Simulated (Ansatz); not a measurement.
NiMoIrPdW:

```
Ni Mo Pd Ir W
1.0
    -1.37004    1.37004    9.71647
     1.37004   -1.37004    9.71647
     1.37004    1.37004   -9.71647
Ni Mo Pd Ir W
1 1 1 1 1
Direct
  0.19862 0.19862 0.00000
  0.60922 0.60922 0.00000
  0.79310 0.79310 0.00000
  0.39944 0.39944 0.00000
  0.99565 0.99565 0.00000
```

The cell was built by a generator and needn't be a form met in nature.

| Item | Value |
| --- | --- |
| Program | Ansatz 0.2.0 |
| Task | relaxation of cell and atoms |
| Functional | PBEsol |
| Potentials or basis | Ansatz PAW |
| Cutoff | 420 eV (not typed: the program's choice for these potentials) |
| k mesh | 10 × 10 × 10 |
| Occupations | fermi-dirac, width 0.05 eV |
| Spin | collinear spin, ferromagnetic start |
| Starting moments | [1.0, 1.0, 0.0, 0.6, 0.0] μB |

At the start: volume 14.59 Å³/atom.

Question: How do energy, volume and symmetry change on relaxing?

Answer: It ends after 6 steps and the volume is 14.06 Å³/atom (-3.6 %); space group I4mm (No. 107, to 0.05 Å); moment 0.00 μB per cell.

Step by step:
```
step  energy change (eV)  largest force (eV/Å)  volume (Å³)
   1              0.0000                0.1451        72.95
   2             -0.0780                0.0811        70.68
   3             -0.0803                0.0283        70.28
   4             -0.0803                0.0105        70.29
   5             -0.0804                0.0007        70.29
   6             -0.0795                0.0006        70.29
```

Final structure:
```yaml
crystal:
  lattice:
    - [-1.35142, 1.35142, 9.62226]
    - [1.35142, -1.35142, 9.62226]
    - [1.35142, 1.35142, -9.62226]
  atoms:
    - { symbol: Ni, position: [0.19905, 0.19905, 0.00000] }
    - { symbol: Mo, position: [0.60987, 0.60987, 0.00000] }
    - { symbol: Pd, position: [0.79297, 0.79297, 0.00000] }
    - { symbol: Ir, position: [0.39838, 0.39838, 0.00000] }
    - { symbol: W, position: [0.99576, 0.99576, 0.00000] }
```

Caveat: the plane-wave basis is chosen anew once the cell has moved, so the energies of steps on either side of that aren't comparable; the PAW data sets come from PBE, with cores solved anew for the run's functional, which leaves a small shift of forces and pressure; the starting moments weren't kept.
